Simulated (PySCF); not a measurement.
# CeH8N3O (Ce(NH2)3(H2O)): the cost of one run

Computed with PySCF 2.14.0. Level: several levels, as the steps say, no spin–orbit coupling.

1 further run of the same task is left out (for a known fault of the program).

### Step 1. The system as given

13 atoms, charge 0, spin multiplicity 1.

Bond lengths: Ce1–N2 2.296 Å, Ce1–N5 2.296 Å, Ce1–N8 2.304 Å, Ce1–O11 2.587 Å, N2–H3 1.022 Å, N2–H4 1.022 Å, N5–H6 1.022 Å, N5–H7 1.022 Å, N8–H9 1.022 Å, N8–H10 1.022 Å, O11–H12 0.963 Å, O11–H13 0.964 Å. Angles: N2–Ce1–N5 117.7°, N2–Ce1–N8 118.7°, N2–Ce1–O11 100.1°, N5–Ce1–N8 118.7°, N5–Ce1–O11 100.1°, N8–Ce1–O11 91.8°, Ce1–N2–H3 127.1°, Ce1–N2–H4 127.8°, H3–N2–H4 105.0°, Ce1–N5–H6 127.8°, Ce1–N5–H7 127.1°, H6–N5–H7 105.0°, Ce1–N8–H9 127.3°, Ce1–N8–H10 127.3°, H9–N8–H10 104.9°, Ce1–O11–H12 130.5°, Ce1–O11–H13 122.4°, H12–O11–H13 107.1°.

Geometry (Å):

```mol
CeH8N3O
  3D, bonds by distance, orders not assigned

 13 12  0  0  0  0  0  0  0  0999 V2000
    0.2180   -0.2180    0.2951 Ce  0  0
    1.3145    1.4637    1.4085 N   0  0
    2.1596    1.9530    1.1081 H   0  0
    1.0834    1.8682    2.3180 H   0  0
   -1.4637   -1.3145    1.4085 N   0  0
   -1.8682   -1.0834    2.3180 H   0  0
   -1.9530   -2.1596    1.1081 H   0  0
    1.3091   -1.3091   -1.4154 N   0  0
    1.0622   -2.2081   -1.8343 H   0  0
    2.2081   -1.0622   -1.8343 H   0  0
   -1.1788    1.1788   -1.3756 O   0  0
   -1.8508    1.8508   -1.2201 H   0  0
   -1.0861    1.0861   -2.3302 H   0  0
  1  2  8  0
  1  5  8  0
  1  8  8  0
  1 11  8  0
  2  3  8  0
  2  4  8  0
  5  6  8  0
  5  7  8  0
  8  9  8  0
  8 10  8  0
 11 12  8  0
 11 13  8  0
M  END
```

Formal oxidation states: Ce +3. Each metal's 1 4f electrons lie in its core potential, so multiplicities, spins and levels count the valence alone. An earlier session relaxed this geometry at PBE0, Ce lcecp-1-SVP with ECP47, N def2-SVP, H def2-SVP, O def2-SVP (singlet, point group Cs).

At PBE0 on the finer grid: E = -276.171678 Eh, HOMO -5.41 eV, LUMO -0.50 eV, Mulliken charge on Ce1 +0.88 e, largest force component 0.014 eV/Å. 

Levels to run: revPBE; TPSSh; PBE0, TZVP. Hardware: 2 threads of Intel Xeon Platinum 8488C (Sapphire Rapids), shared host.

### Step 2. revPBE

Input file run.py (the lines that set the calculation):

```python
mol = gto.M(atom='''
Ce     0.21805    -0.21805     0.29510
N      1.31454     1.46371     1.40850
H      2.15961     1.95300     1.10813
H      1.08335     1.86822     2.31800
N     -1.46371    -1.31454     1.40850
H     -1.86822    -1.08335     2.31800
H     -1.95300    -2.15961     1.10813
N      1.30907    -1.30907    -1.41540
H      1.06217    -2.20815    -1.83434
H      2.20815    -1.06217    -1.83434
O     -1.17883     1.17883    -1.37562
H     -1.85083     1.85083    -1.22007
H     -1.08606     1.08606    -2.33023''',
    basis={'Ce': 'lcecp-1-SVP', 'N': 'def2-SVP', 'H': 'def2-SVP', 'O': 'def2-SVP'},
    ecp={'Ce': 'lcecp-1-SVP'},
    charge=0, spin=0)
mf = dft.RKS(mol, xc='PBE_R,PBE')
mf.grids.atom_grid = (75, 302)  # f atoms: unpruned, at least (60, 302)
mf = mf.density_fit()  # fitting sets: Ce AutoAux, N def2-universal-JKFIT, H def2-universal-JKFIT, O def2-universal-JKFIT
mf.conv_tol = 1e-08; mf.max_cycle = 55
mf.kernel(dm0)  # dm0: the density of the relaxed state
```

Started as:

```
$ OMP_NUM_THREADS=2 python run.py
```

**Question.** How long does this run take on 2 threads of Intel Xeon Platinum 8488C (Sapphire Rapids), shared host?

About 13 s.
